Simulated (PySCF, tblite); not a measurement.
**C4H8OPSi radical: geometry, infrared bands and EPR parameters**

Aim: predict the infrared bands and EPR parameters of C4H8OPSi radical (`P[Si@H]1CCC=[C]O1`).

Programs: tblite 0.8.0 and PySCF 2.14.0, with density-fitted response routines of our own. Each step states its level of theory. These are calculated values for one molecule in the gas phase, unless marked as measured. Atoms count from 0, in the outputs and in this text.

### 1 The molecule as given

15 atoms, charge 0, multiplicity 2; geometry from: force field or distance geometry start.

Bonds of the start (Å): P0–Si1 2.23, Si1–C2 1.95, C2–C3 1.57, C3–C4 1.51, C4–C5 1.30, C5–O6 1.33, O6–Si1 1.70, P0–H7 1.42, P0–H8 1.42, Si1–H9 1.47, C2–H10 1.09, C2–H11 1.10, C3–H12 1.09, C3–H13 1.10, C4–H14 1.09.

### 2 Relaxing the molecule with GFN2-xTB

Job settings and geometry (Å):

```
{"job": {"kind": "relax", "xc": "GFN2-xTB", "basis": "xTB"}, "charge": 0, "multiplicity": 2}
P      2.910100    -0.629500    -0.597500
Si     0.828800     0.092800    -0.945700
C     -0.398500    -1.050000     0.052000
C     -1.730800    -0.326300     0.464100
C     -1.504100     1.098500     0.911200
C     -0.445500     1.661900     0.408100
O      0.679400     1.657100    -0.308400
H      3.571400     0.506200    -1.127300
H      3.017700    -0.207600     0.749400
H      0.489800     0.078100    -2.376300
H      0.114000    -1.377200     0.952500
H     -0.633500    -1.939500    -0.547900
H     -2.433300    -0.330000    -0.363900
H     -2.200100    -0.898900     1.280400
H     -2.269700     1.672300     1.427400
```

Launch:

```
OMP_NUM_THREADS=1 python probes_run.py task.json out
```

The driver reads the jobs from task.json and runs them one after another.

**Question.** This job is followed by: GFN2-xTB harmonic vibrations, gas phase; UKS B3LYP, pcH-1 on C H O P Si, non-relativistic, mean-field spin-orbit, GIAO. Predict these results of the whole session: strongest single infrared mode (GFN2-xTB); zero-point energy (GFN2-xTB); g(iso) (B3LYP); ⟨S²⟩; largest a(iso) (averaged by class); potential on the surface of density 0.002 e/bohr³, 1st and 99th percentile.

**Answer**, as computed:

```
                                                                  quantity                  value
                                 strongest single infrared mode (GFN2-xTB)  2181 cm⁻¹, 259 km/mol
                                              zero-point energy (GFN2-xTB)          66.2 kcal/mol
                                                            g(iso) (B3LYP)                2.00265
                                                                      ⟨S²⟩     0.758 (exact 0.75)
                                        largest a(iso) (averaged by class)   13C on C5, 501.1 MHz
potential on the surface of density 0.002 e/bohr³, 1st and 99th percentile     -0.96 V and 1.45 V
```

Over 167 steps the energy fell by 0.633 eV; of the close pairs, C2–C3 changed most, 1.571 to 1.525 Å. No mode is imaginary among the 39: a minimum at this level. The strongest single mode, at 2181 cm⁻¹, moves mainly H9. Unscaled tight-binding wavenumbers are off by several per cent, some by more. Its intensities can rank the bands wrongly. C5 carries the largest spin population, 0.93 e. The isotropic g lies 0.3 ppt above the free-electron value.
